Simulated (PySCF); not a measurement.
# Ga: basis, grid and Hamiltonian

Aim: see how much the energy and properties of Ga depend on the numerical set-up.

The runs use PySCF 2.14.0; method and basis as typed in the scripts.

3 further runs of the same task are left out: 3 that didn't finish.

## (1) The atom

Ga: 1 atom, charge 0, spin multiplicity 2.

## (2) Base script

File input.py:

```python
from pyscf import gto, scf
from pyscf.prop.polarizability import uhf as pol

mol = gto.M(
    atom='Ga 0 0 0',
    basis='sapporo-dkh3-dzp-2012',
    charge=0,
    spin=1,
    symmetry=True,
    verbose=4,
)
mf = scf.UHF(mol)
mf = mf.sfx2c1e()
mf.kernel()
print('polarizability (a.u.)')
print(pol.Polarizability(mf).polarizability().round(4))
mf.dip_moment()
print('orbital energies (hartree):', [e[max(0, n-3):n+3].round(4) for e, n in zip(mf.mo_energy, mol.nelec)])
```

Launch:

```sh
$ OMP_NUM_THREADS=1 python input.py
```

Its log is not repeated here.

In short: E(SCF) = -1942.138336 Eh, 9 cycles, ⟨S²⟩ = 0.751, α(xx, yy, zz) = 31.2, 38.3, 31.2 bohr³.

## (3) Density fitting def2-universal-jkfit

Edit 1 changes density fitting: none → def2-universal-jkfit.

File input.py:

```python
from pyscf import gto, scf
from pyscf.prop.polarizability import uhf as pol

mol = gto.M(
    atom='Ga 0 0 0',
    basis='sapporo-dkh3-dzp-2012',
    charge=0,
    spin=1,
    symmetry=True,
    verbose=4,
)
mf = scf.UHF(mol)
mf = mf.sfx2c1e()
mf = mf.density_fit(auxbasis='def2-universal-jkfit')
mf.kernel()
print('polarizability (a.u.)')
print(pol.Polarizability(mf).polarizability().round(4))
mf.dip_moment()
print('orbital energies (hartree):', [e[max(0, n-3):n+3].round(4) for e, n in zip(mf.mo_energy, mol.nelec)])
```

Launch:

```sh
$ OMP_NUM_THREADS=1 python input.py
```

## (4) Spin-free X2C off

Edit 2 changes spin-free X2C: on → off.

input.py, as its differences from that of step 2:

```diff
@@ -12,3 +12,2 @@
 mf = scf.UHF(mol)
-mf = mf.sfx2c1e()
 mf.kernel()
```

## (5) Aug-cc-pvdz (X2C off)

Edit 3 changes basis set: sapporo-dkh3-dzp-2012 → aug-cc-pvdz; spin-free X2C: on → off.

input.py, as its differences from that of step 2:

```diff
@@ -5,3 +5,3 @@
     atom='Ga 0 0 0',
-    basis='sapporo-dkh3-dzp-2012',
+    basis='aug-cc-pvdz',
     charge=0,
@@ -12,3 +12,2 @@
 mf = scf.UHF(mol)
-mf = mf.sfx2c1e()
 mf.kernel()
```

## (6) Sbkjc (core potential on, X2C off)

Edit 4 changes basis set: sapporo-dkh3-dzp-2012 → sbkjc; core potential: off → on; spin-free X2C: on → off. The core potential changes with it: totals don't compare.

input.py, as its differences from that of step 2:

```diff
@@ -5,3 +5,4 @@
     atom='Ga 0 0 0',
-    basis='sapporo-dkh3-dzp-2012',
+    basis='sbkjc',
+    ecp={'Ga': 'sbkjc'},
     charge=0,
@@ -12,3 +13,2 @@
 mf = scf.UHF(mol)
-mf = mf.sfx2c1e()
 mf.kernel()
```

## (7) Cc-pcvdz (X2C off)

Edit 5 changes basis set: sapporo-dkh3-dzp-2012 → cc-pcvdz; spin-free X2C: on → off.

input.py, as its differences from that of step 2:

```diff
@@ -5,3 +5,3 @@
     atom='Ga 0 0 0',
-    basis='sapporo-dkh3-dzp-2012',
+    basis='cc-pcvdz',
     charge=0,
@@ -12,3 +12,2 @@
 mf = scf.UHF(mol)
-mf = mf.sfx2c1e()
 mf.kernel()
```

**Question.** What will these runs give? Wanted: for each run, E(SCF); from base; gap, α spin.

The runs gave:

| run | E(SCF) (hartree) | from base (eV) | cycles | gap, α spin (eV) | functions |
| --- | --- | --- | --- | --- | --- |
| base | -1942.138336 | 0 | 9 | 6.15 | 43 |
| density fitting def2-universal-jkfit | -1942.138856 | -0.0141 | 9 | 6.15 | 43 |
| spin-free X2C off (poor choice) | -1912.655446 | not comparable | 9 | 6.16 | 43 |
| aug-cc-pvdz (X2C off) | -1923.189976 | not comparable | 9 | 5.92 | 36 |
| sbkjc (core potential on, X2C off) | -257.130622 | not comparable | 11 | 6.63 | 31 |
| cc-pcvdz (X2C off) | -1923.190000 | not comparable | 8 | 6.37 | 43 |

What this shows: Rows marked «poor choice» come from settings spoiled on purpose.
